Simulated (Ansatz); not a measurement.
Geometry optimisation, DFT PBEsol, scalar-relativistic, plane waves, PAW in Ansatz 0.2.0.

The input (input.yaml):

```yaml
crystal:
  lattice:
    - [0.0, 5.43, 5.43]
    - [5.43, 0.0, 5.43]
    - [5.43, 5.43, 0.0]
  atoms:
    - { symbol: Si, position: [0.0, 0.0, 0.0] }
    - { symbol: Si, position: [0.125, 0.125, 0.125] }
    - { symbol: Si, position: [0.0, 0.0, 0.5] }
    - { symbol: Si, position: [0.125, 0.125, 0.625] }
    - { symbol: Si, position: [0.0, 0.5, 0.0] }
    - { symbol: Si, position: [0.125, 0.625, 0.125] }
    - { symbol: Si, position: [0.0, 0.5, 0.5] }
    - { symbol: Si, position: [0.125, 0.625, 0.625] }
    - { symbol: Si, position: [0.5, 0.0, 0.0] }
    - { symbol: Si, position: [0.625, 0.125, 0.125] }
    - { symbol: Si, position: [0.5, 0.0, 0.5] }
    - { symbol: Si, position: [0.625, 0.125, 0.625] }
    - { symbol: Si, position: [0.5, 0.5, 0.0] }
    - { symbol: Si, position: [0.625, 0.625, 0.125] }
    - { symbol: Si, position: [0.5, 0.5, 0.5] }
    - { symbol: Si, position: [0.625, 0.625, 0.625] }
    - { symbol: Ti, position: [0.8800175, 0.882781, 0.3745188] }
basis:
  ecutwfc: 420.0
kpoints:
  mp_grid: { grid: [2, 2, 2] }
hamiltonian:
  xc: pbesol
  pseudopotentials: { kind: paw, azcp: { folder: soft_1 } }
scf:
  occupations: { method: fermi_dirac, width: 0.02 }
  lower_state_search: "off"
relax:
  f_tol: 0.08
  max_steps: 25
  adjacent_minimum: "off"
output:
  write_density: true
  write_potential: true
  elf: true
  volumetric_format: npy
```

Command:

```bash
$ ansatz run input.yaml --threads 1 --pin off --max-ram 3072MiB --backend cpu --events-out ev --progress --plain --runs-dir out
```

Q: Where does it end, and by what steps?

A: It converged. The force dipped under the threshold on the way, but the program's further checks kept it going. Limits of this set-up: coarse k mesh, PAW files made for another functional, a small cell, in which the defect meets its images. After 3 steps the energy has fallen by 0.407 eV; Ti17 moved furthest, 0.08 Å.

```tsv
step	energy less start (eV)	largest force component (eV/Å)	accepted
0	0.0000	1.454	yes
1	-0.3791	0.420	yes
2	-0.4074	0.033	yes
3	-0.4074	0.033	yes
```

```xyz
17
Lattice="0.0000 5.4300 5.4300 5.4300 0.0000 5.4300 5.4300 5.4300 0.0000" Properties=species:S:1:pos:R:3
Si -0.041 -0.042 0.046
Si 1.358 1.358 1.395
Si 2.757 2.757 0.043
Si 4.072 4.071 1.360
Si 2.733 -0.013 2.704
Si 4.040 1.360 4.078
Si 5.390 2.759 2.677
Si 6.788 4.109 4.075
Si -0.012 2.732 2.704
Si 1.361 4.040 4.078
Si 2.760 5.389 2.677
Si 4.109 6.787 4.075
Si 2.736 2.735 5.453
Si 4.077 4.076 6.795
Si 5.417 5.416 5.451
Si 6.791 6.790 6.758
Ti 6.789 6.788 9.506
```

Whether the end is a true minimum wasn't checked by a vibrational analysis.

The run took 34 s on 1 thread of Arm Neoverse V1, on a shared host, peak memory 0.56 GiB.
